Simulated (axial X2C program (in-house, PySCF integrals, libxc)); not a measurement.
**Linear SCuS at several levels**

One table from this session's results is given with a row withheld; the runs are named, their logs left out.

Method: all-electron X2C, two-component (2c) or spin-free, S dyall-av3z, Cu dyall-v3z; program: an in-house X2C program for linear molecules on PySCF integrals.

All values are calculated.

2 further runs of the same task are left out: 2 set aside as unsound or not needed.

The first run:

File task.json:

```json
{"zs": [16, 29, 16], "q": 0, "bas": ["dyall-av3z", "dyall-v3z", "dyall-av3z"], "r0": [2.09, 2.09], "symm": 1, "scan": ["PBE0", "HF", "PBE"], "levels": ["PBE0", "HF", "LDA"], "nst": 2}
```

Keys: zs atomic numbers; q charge; bas basis sets; r0 starting distance in Å; symm equal bonds; scan levels of the two-bond scan (MP2 follows by itself at each HF point); levels methods; nst determinants followed.

On the command line:

```bash
> python solin.py task.json out
```

Masses S 31.972, Cu 62.930, S 31.972 u.

Steps of the session up to this table: Scan at PBE0, 2c; Scan at PBE, 2c; Scan at PBE0, spin-free.

One of the session's tables, all rows but one given; the rest of the session is left out.

```
          level  r(S–Cu) (Å)  r(Cu–S) (Å)  lower stretch (cm⁻¹)  upper stretch (cm⁻¹)
       PBE0, 2c        2.079        2.079                 350.3                 433.8
        PBE, 2c        2.090        2.090                 349.6                 423.7
PBE0, spin-free        2.078        2.078                 350.5                 435.1
  HF, spin-free        2.201        2.201                 319.7                 444.6
 PBE, spin-free            ?            ?                     ?                     ?
 MP2, spin-free        2.072        2.072                 337.3                 488.2
```

**Question.** Estimate the row for PBE, spin-free.

**Answer.** r(S–Cu) (Å): 2.090; r(Cu–S) (Å): 2.090; lower stretch (cm⁻¹): 349.8; upper stretch (cm⁻¹): 424.3.

Scans not shown above were run alike.

Limits of these values: The molecule was held linear; bending was not examined, so a bent shape may lie lower. Note: functional without a current term on a determinant with orbital currents, of the molecule or an atom.
